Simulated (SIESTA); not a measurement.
# Dy under changes of volume

One of the cells (31.753 Å³/atom); the others are scaled copies at fixed shape and fractional positions:

```
CELL_PARAMETERS angstrom
3.57773 0.00000 0.00000
-1.78886 3.09840 0.00000
0.00000 0.00000 11.45760
ATOMIC_POSITIONS crystal
Dy 0.66667 0.33333 0.75000
Dy 0.00000 0.00000 0.50000
Dy 0.33333 0.66667 0.25000
Dy 0.00000 0.00000 0.00000
```

```yaml
Program: SIESTA 5.4.2
Functional: LDA
Potentials_or_basis: PseudoDojo 3+ lanthanides (4f in the core) (PBE files)
Basis: DZP (energy shift 0.003 Ry; two zetas on semicore shells)
Grid_cutoff: 800 Ry
Energy_shift: 0.003 Ry
k_mesh: 7 × 7 × 2
Occupations: fermi-dirac, width 0.05 eV
Spin: collinear spin, ferromagnetic start
Starting_moments: "[5.0, 5.0, 5.0, 5.0] μB"
```

| volume (Å³/atom) | energy over the lowest point (meV/atom) | pressure (GPa) |
| --- | --- | --- |
| 29.847 | 0.00 | -2.9 |
| 30.482 | ? | ? |
| 31.117 | 30.08 | -4.5 |
| 31.753 | 49.71 | -5.2 |
| 32.388 | 71.95 | -5.8 |
| 33.023 | 96.59 | -6.4 |
| 33.658 | 123.34 | -6.9 |

Question: What does the run at 30.482 Å³/atom give?

Answer: Energy over the lowest point 13.39 meV/atom; pressure -3.8 GPa.

Worked out: A Birch-Murnaghan fit of order 3 (a polynomial in V^(-2/3)) to the other rows has no minimum within the range. It gives 13.41 meV/atom at 30.482 Å³/atom, against the run's 13.39, and -dE/dV = -3.8 GPa, against -3.8.

Energies are extrapolated to zero smearing.

Caveats: the magnetic or orbital state may not be the lowest; the potentials were made for another functional, which shifts forces and pressure; short orbitals over semicore shells can move pressures by several GPa; the basis of atomic orbitals isn't converged, which shifts pressures, moduli and gaps.
